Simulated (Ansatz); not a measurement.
Run this with Ansatz's Python interface and show what comes out.

Input file `bh5n2osi.xyz`:
```text
10

N    -0.31330    1.55960    1.45210
B    -0.20790    0.61730    0.29270
N    -0.27500   -0.93900    0.16880
Si    0.30290   -0.87730   -1.47740
O     0.18290    0.74580   -1.18330
H     0.32110    1.33640    2.17630
H    -1.29020    1.45880    1.83950
H     0.61010   -1.28430    0.72290
H    -0.85130   -1.29580   -2.32980
H     1.60390   -1.37260   -1.65870
```

The script, `bde_bh5n2osi.py`:
```python
import ansatz as az


def energy(molecule, charge=0, unpaired=0):
    calc = (
        molecule.calculation()
        .basis(gaussian="cc-pVDZ")
        .functional("HF")
    )
    if charge:
        calc = calc.charge(charge)
    if unpaired:
        calc = calc.spin("collinear", total=unpaired)
    return calc.run(threads=1, backend="cpu").report["free_energy_ev"]

def without(molecule, index):
    rest = az.Crystal.molecule()
    for i, site in enumerate(molecule.cartesian_sites):
        if i != index:
            rest = rest.atom(site.symbol, site.position_ang)
    return rest

geometry = az.Crystal.molecule_from_extxyz("bh5n2osi.xyz")

whole = energy(geometry, 0)
hydrogen = energy(az.Crystal.molecule().atom("H", (0, 0, 0)), 0, 1)
print(f"E(molecule) = {whole:.5f} eV, E(H) = {hydrogen:.5f} eV")
for index in [6, 7, 9]:
    radical = energy(without(geometry, index), 0, 1)
    print(f"H{index}: homolysis {(radical + hydrogen - whole):.3f} eV")
    anion = energy(without(geometry, index), -1)
    print(f"H{index}: loss of a proton {(anion - whole):.3f} eV")
```

Output of `python bde_bh5n2osi.py`:
```text
E(molecule) = -13615.86265 eV, E(H) = -13.58606 eV
H6: homolysis 3.414 eV
H6: loss of a proton 17.128 eV
H7: homolysis 3.430 eV
H7: loss of a proton 17.278 eV
H9: homolysis 3.238 eV
H9: loss of a proton 16.971 eV
```

Notes:
- Total energies depend on the basis set; only differences at equal settings carry meaning.
- The geometry is a force-field or estimated start, not a minimum of this method, and the basis set is short of its limit. All parts are taken at fixed geometry, without zero-point energy.
- Hartree-Fock leaves correlation out, so bond, atomisation and ionisation energies come out well too low.
- Anions want diffuse functions, which this basis lacks.
- Run time: 12 s on 1 thread of Arm Neoverse V2, on a shared host, peak memory 0.27 GiB.
